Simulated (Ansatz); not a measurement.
# GaAsH₃+ (triplet): wave-function methods side by side, cc-pVTZ

An exercise on one series of results from a longer session: the logs are not shown, and one member is left open.

Method: cc-pVTZ, core rule «outside noble gas», up to 28 orbitals frozen; program: Ansatz 0.2.0, Gaussian basis.

Plan: UHF; CCSD(T) on ROHF; CCSD(T) on UHF; BCCD(T) on ROHF; CCSDT(Q) on ROHF; CCSDT(Q) on UHF.

9 further runs of the same task are left out: 4 for a known fault of the program, 5 set aside as unsound or not needed.

## What is computed

The geometry is a PBE0/def2-TZVP stationary point (not a proven minimum) of the parent state, kept for this charge and spin. No spin-orbit coupling is included. The filled d shell of Ga, As may be among the frozen orbitals whatever the setting's name suggests; the logs give the count.

5 atoms, charge 1, spin multiplicity 3.

Atoms are counted from 1 here; the program's logs count them from 0.

Bond lengths: Ga1–As2 2.429 Å, Ga1–H3 1.570 Å, Ga1–H4 1.571 Å, As2–H5 1.528 Å. Angles: As2–Ga1–H3 121.6°, As2–Ga1–H4 117.4°, H3–Ga1–H4 121.0°, Ga1–As2–H5 92.3°.

Coordinates:

```xyz
5
AsGaH3
Ga    0.0000    0.0144    1.2389
As    0.0000   -0.0335   -1.1898
H     0.0000    1.3675    2.0356
H     0.0000   -1.3662    1.9891
H     0.0000    1.4915   -1.2817
```

The first run:

The input, in.yaml:

```yaml
crystal:
  periodic: [false, false, false]
  atoms:
    - {symbol: Ga, position_ang: [0.000000, 0.014415, 1.238887]}
    - {symbol: As, position_ang: [0.000000, -0.033499, -1.189827]}
    - {symbol: H, position_ang: [0.000000, 1.367489, 2.035604]}
    - {symbol: H, position_ang: [0.000000, -1.366169, 1.989099]}
    - {symbol: H, position_ang: [0.000000, 1.491546, -1.281680]}
basis:
  gaussian: {orbitals: cc-pVTZ}
total_charge: 1
magnetization: {spin_polarized: true, initial_magnetization: 2}
hamiltonian: {xc: hf}
output: {orbitals: {seedname: orbitals}}
```

On the command line:

```bash
ansatz run in.yaml --threads 1 --pin off --events-out ev --progress --plain --max-ram 4096MiB --backend cpu
```

Steps of the session up to this table: UHF; CCSD(T) on ROHF; CCSD(T) on UHF; BCCD(T) on ROHF; CCSDT(Q) on ROHF; CCSDT(Q) on UHF.

One table of the session follows, with a row left open; its other results are not shown here.

```
   method  from UCCSDT(Q) (meV)
     ROHF               +5831.8
      UHF               +5670.4
     RMP2               +1189.5
     UMP2               +1197.5
    RCCSD                +222.6
    UCCSD                +207.1
 RCCSD(T)                 +50.5
 UCCSD(T)                 +40.2
  BCCD(T)                 +49.7
   RCCSDT                     ?
   UCCSDT                  +6.2
RCCSDT(Q)                 +11.1
UCCSDT(Q)                     0
```

**Question.** Estimate the row for RCCSDT.

As computed: from UCCSDT(Q) (meV): +17.4. In the column «from UCCSDT(Q) (meV)» it lies between RCCSDT(Q) (+11.1) and UCCSD(T) (+40.2).

Limits of these values: Restricted and unrestricted rows rest on different reference determinants; where their highest levels disagree by more than a few hundredths of an eV, they describe different states and don't form one ladder.
